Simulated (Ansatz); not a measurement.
# VCr3: the cost of one run

Program: Ansatz 0.2.0 through its Python package. The levels of theory stand in the script. These are calculated values, not measurements.

**1. The structure**

It takes space group Fm-3m (No. 225, cubic). Conventional cell: a = 5.725 Å, b = 5.725 Å, c = 5.725 Å, α = 90.00°, β = 90.00°, γ = 90.00°. V (site symmetry m-3m) is surrounded by 8 Cr at 2.48 Å. Cr (site symmetry -43m) is surrounded by 4 Cr at 2.48 Å and 4 V at 2.48 Å. Cr (site symmetry m-3m) is surrounded by 8 Cr at 2.48 Å.

The script holds or builds the structure itself.

**2. The code**

Contents of paw_lapw_vcr3.py:

```python
# -*- coding: utf-8 -*-
"""Checking the PAW result for VCr3 with LAPW."""

import ansatz as az
import numpy as np


def count_gap(report):
    # lowest empty less highest filled band, counting bands; zero where they overlap
    return max(report.get("gap_by_band_count_ev") or 0.0, 0.0)


def main():
    xtal = (
        az.Lattice.from_parameters(4.048379, 4.048379, 4.048379, alpha=60.0, beta=60.0, gamma=60.0)
        .atom("V", [0.5, 0.5, 0.5], moment=2.0)
        .atom("Cr", [0.75, 0.75, 0.75], moment=-3.9)
        .atom("Cr", [0.25, 0.25, 0.25], moment=3.9)
        .atom("Cr", [0.0, 0.0, 0.0], moment=-3.9)
    )

    model = (
        xtal.calculation()
        .occupations("methfessel_paxton")
        .spin(az.SpinTreatment.COLLINEAR)
        .functional("lda")
        .scf(extra_bands=6, algorithm="direct_min")
        .kpoints(9, center="gamma")
        .stress()
        .forces()
        .band_table()
    )
    variants = {
        "PAW": model.pseudopotentials("paw"),
        "LAPW": model.pseudopotentials("all_electron", lapw=True),
    }
    # totals differ by the cores that each treatment holds, so compare what does not depend on them
    rows = []
    for label, variant in variants.items():
        rep = variant.run().report
        levels = np.array(rep["eigenvalues_ev"][0]) - rep["fermi_energy_ev"]
        print(label, "levels at the first k-point near E_F:", np.round(levels[np.abs(levels) < 5], 3))
        rows.append((label, rep["n_electrons"], np.trace(rep["stress_gpa"]) / 3, count_gap(rep), rep["magnetization_mub"]))
    for row in rows:
        print("; ".join(f"{name} = {round(v, 4) if isinstance(v, float) else v}" for name, v in zip(["treatment", "electrons in bands", "P GPa", "gap by band count eV", "moment muB"], row)))


if __name__ == "__main__":
    main()
```

**3. What the engine is handed**

The engine receives this input (first run):

```yaml
crystal:
  lattice:
    a: 4.048379
    b: 4.048379
    c: 4.048379
    alpha: 60.0
    beta: 60.0
    gamma: 60.0
  atoms:
    - { symbol: V, position: [0.5, 0.5, 0.5], spin: 2.0 }
    - { symbol: Cr, position: [0.75, 0.75, 0.75], spin: -3.9 }
    - { symbol: Cr, position: [0.25, 0.25, 0.25], spin: 3.9 }
    - { symbol: Cr, position: [0.0, 0.0, 0.0], spin: -3.9 }
kpoints:
  mp_grid:
    grid: [9, 9, 9]
    shift: [0.0, 0.0, 0.0]
hamiltonian:
  xc: lda
  pseudopotentials:
    kind: paw
magnetization:
  spin_polarized: true
scf:
  algorithm: direct_min
  n_extra_bands: 6
  occupations:
    method: methfessel_paxton
output:
  forces: true
  stress: true
  eigenvalues: true
```

**4. The run**

Launch:

```sh
> python paw_lapw_vcr3.py
```

What time and memory should one allow on 1 thread of Arm Neoverse V2, shared host?

About 9.1 min, with a peak of 1.2 GiB.
